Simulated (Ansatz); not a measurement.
**I: strong compression**

One table from this session's results is given with a row withheld; the runs are named, their logs left out.

Computed with Ansatz 0.2.0 (DFT, LDA, PAW with Ansatz's default frozen-core files, scalar-relativistic, unless a step's input says otherwise).

### The system as given

Symmetry: P6_3/mmc, No. 194, hexagonal system. The conventional cell has a = 3.646 Å, b = 3.646 Å, c = 5.907 Å, α = 90.00°, β = 90.00°, γ = 120.00°. I (site symmetry -6m2) has 12 I at 3.63 to 3.65 Å in its first shell of neighbours.

As a file:

```cif
data_structure
_symmetry_space_group_name_H-M 'P 1'
_symmetry_Int_Tables_number 1
_cell_length_a 3.6460
_cell_length_b 3.6460
_cell_length_c 5.9066
_cell_angle_alpha 90.000
_cell_angle_beta 90.000
_cell_angle_gamma 120.000
_cell_volume 68.00
loop_
_atom_site_label
_atom_site_type_symbol
_atom_site_fract_x
_atom_site_fract_y
_atom_site_fract_z
_atom_site_occupancy
I1 I 0.33333 0.66667 0.25000 1
I2 I 0.66667 0.33333 0.75000 1
```

Whether this phase is the stable one at these pressures isn't tested.

Atoms are numbered in the order of the input: I1, I2.

Set-up of the first run:

input.yaml

```yaml
crystal:
  lattice:
    - [3.6460371449, 0.0, 0.0]
    - [-1.8230185724, 3.1575607906, 0.0]
    - [0.0, 0.0, 5.9065801747]
  atoms:
    - { symbol: I, position: [0.3333333333, 0.6666666667, 0.25] }
    - { symbol: I, position: [0.6666666667, 0.3333333333, 0.75] }
kpoints:
  mp_grid: { grid: [12, 12, 7] }
scf:
  occupations: { method: fermi_dirac, width: 0.08 }
hamiltonian:
  xc: lda
  pseudopotentials: { kind: paw }
output:
  forces: true
  stress: true
relax:
  f_tol: 0.005
  max_steps: 40
  cell: {}
```

Started as:

```sh
ansatz run input.yaml --threads 1 --pin off --max-ram 2048MiB --backend cpu --events-out ev --progress --plain --runs-dir out
```

Among the steps run: Cell relaxed at zero pressure, PAW; Volume scaled by 1, PAW; Shape and atoms relaxed at 0.92 of the volume, PAW; Volume scaled by 0.92, PAW; Shape and atoms relaxed at 0.84 of the volume, PAW; Volume scaled by 0.84, PAW; Shape and atoms relaxed at 0.76 of the volume, PAW; Volume scaled by 0.76, PAW; Shape and atoms relaxed at 0.68 of the volume, PAW; Volume scaled by 0.68, PAW; Shape and atoms relaxed at 0.6 of the volume, PAW; More of the same log: shape and atoms relaxed at 0.6 of the volume; Volume scaled by 0.6, PAW; Shape and atoms relaxed at 0.52 of the volume, PAW; Volume scaled by 0.52, PAW; Shape and atoms relaxed at 0.45 of the volume, PAW; More of the same log: shape and atoms relaxed at 0.45 of the volume; Volume scaled by 0.45, PAW.

One table of the session follows, with a row left open; its other results are not shown here.

| method | volume over the first | volume (Å³/atom) | pressure (GPa) |
| --- | --- | --- | --- |
| PAW | 1 | 33.362 | 0.01 |
| PAW | 0.92 | 30.693 | 2.93 |
| PAW | 0.84 | 28.024 | 7.64 |
| PAW | 0.76 | 25.355 | 15.13 |
| PAW | 0.68 | ? | ? |
| PAW | 0.6 | 20.017 | 50.37 |
| PAW | 0.52 | 17.348 | 92.97 |
| PAW | 0.45 | 15.013 | 161.79 |

Q: Estimate the row for PAW, 0.68 from the others.

**Answer.** volume (Å³/atom): 22.686; pressure (GPa): 27.11. In the column «volume (Å³/atom)» it lies between PAW, 0.6 (20.017) and PAW, 0.76 (25.355).
